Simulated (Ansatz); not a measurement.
**GeH2Br2: one species, many methods**

An exercise on one series of results from a longer session: the logs are not shown, and one member is left open.

Computed with Ansatz 0.2.0, Gaussian basis. Level: functionals in def2-TZVPP, the program's frozen cores in correlated methods.

Levels to be run: LDA (SPW92), PBE-D4, revPBE-D4, BLYP-D4, r2SCAN-D4, B97M-V, PBE0-D4, B3LYP-D4, r2SCANh-D4, r2SCAN0-D4, HSE06-D4, BHLYP-D4, CAM-B3LYP-D4, LC-ωPBE, ωB97X-V, ωB97M-V, B2PLYP, PBE-QIDH; CCSD(T)/def2-SVP; CCSD(T)/def2-TZVPP; CCSD(T)/def2-QZVPP; extrapolation to the limit; RPA on PBE.

**The relaxed structure**

All runs share one geometry, relaxed beforehand with PBE0-D4 in a triple-zeta def2 set.

SMILES `[Br][GeH2][Br]`, 5 atoms, charge 0, spin multiplicity 1.

Atoms are counted from 1 here; the program's logs count them from 0.

Bond lengths: Br1–Ge2 2.295 Å, Ge2–Br3 2.295 Å, Ge2–H4 1.529 Å, Ge2–H5 1.529 Å. Angles: Br1–Ge2–Br3 109.1°, Br1–Ge2–H4 108.1°, Br1–Ge2–H5 108.1°, Br3–Ge2–H4 108.1°, Br3–Ge2–H5 108.1°, H4–Ge2–H5 115.1°.

The first run:

in.yaml reads:

```yaml
crystal:
  periodic: [false, false, false]
  atoms:
    - {symbol: Br, position_ang: [-0.832853, 0.417492, 1.958691]}
    - {symbol: Ge, position_ang: [-0.101294, 0.007794, -0.177726]}
    - {symbol: Br, position_ang: [2.082003, -0.695694, -0.102870]}
    - {symbol: H, position_ang: [-0.151423, 1.321903, -0.958176]}
    - {symbol: H, position_ang: [-0.946633, -1.125094, -0.761218]}
basis:
  gaussian: {orbitals: def2-TZVPP}
hamiltonian: {xc: lda}
output: {orbitals: {seedname: orbitals}}
```

Run with:

```sh
$ ansatz run in.yaml --threads 2 --pin off --events-out ev --progress --plain --max-ram 32768MiB --backend cpu
```

Steps of the session up to this table: LDA; PBE-D4 (GGA); revPBE-D4 (GGA); BLYP-D4 (GGA); r2SCAN-D4 (meta-GGA); B97M-V (meta-GGA); B3LYP-D4 (hybrid); r2SCANh-D4 (hybrid); r2SCAN0-D4 (hybrid); HSE06-D4 (hybrid); BHLYP-D4 (hybrid); CAM-B3LYP-D4 (range-separated); LC-ωPBE (range-separated); ωB97X-V (range-separated); ωB97M-V (range-separated); B2PLYP (double hybrid); PBE-QIDH (double hybrid).

One of the session's tables, all rows but one given; the rest of the session is left out.

It belongs to the step «Frontier levels by functional». 

| functional | HOMO (eV) | gap (eV) |
| --- | --- | --- |
| LDA (SPW92) | -7.35 | 4.91 |
| PBE-D4 | -7.23 | 5.06 |
| revPBE-D4 | -7.19 | 5.11 |
| BLYP-D4 | -7.06 | 4.94 |
| r2SCAN-D4 | -7.58 | 5.64 |
| B97M-V | -7.67 | 5.78 |
| PBE0-D4 | -8.52 | 7.25 |
| B3LYP-D4 | -8.24 | 6.67 |
| r2SCANh-D4 | -8.04 | 6.43 |
| r2SCAN0-D4 | -8.74 | 7.60 |
| HSE06-D4 | -8.12 | 6.48 |
| BHLYP-D4 | ? | ? |
| CAM-B3LYP-D4 | -9.80 | 9.52 |
| LC-ωPBE | -11.20 | 12.14 |
| ωB97X-V | -10.84 | 11.67 |
| ωB97M-V | -10.69 | 11.35 |

Q: Estimate the row for BHLYP-D4 from the others.

Worked estimate for «HOMO (eV)». Against the share of exact exchange, BLYP-D4 (0, -7.06), B3LYP-D4 (0.2, -8.24) give a slope of -5.90 per unit share; at 0.5 the line stands at -10.01.

As computed: HOMO (eV): -9.61; gap (eV): 9.28. In «HOMO (eV)» the line misses by -0.40.
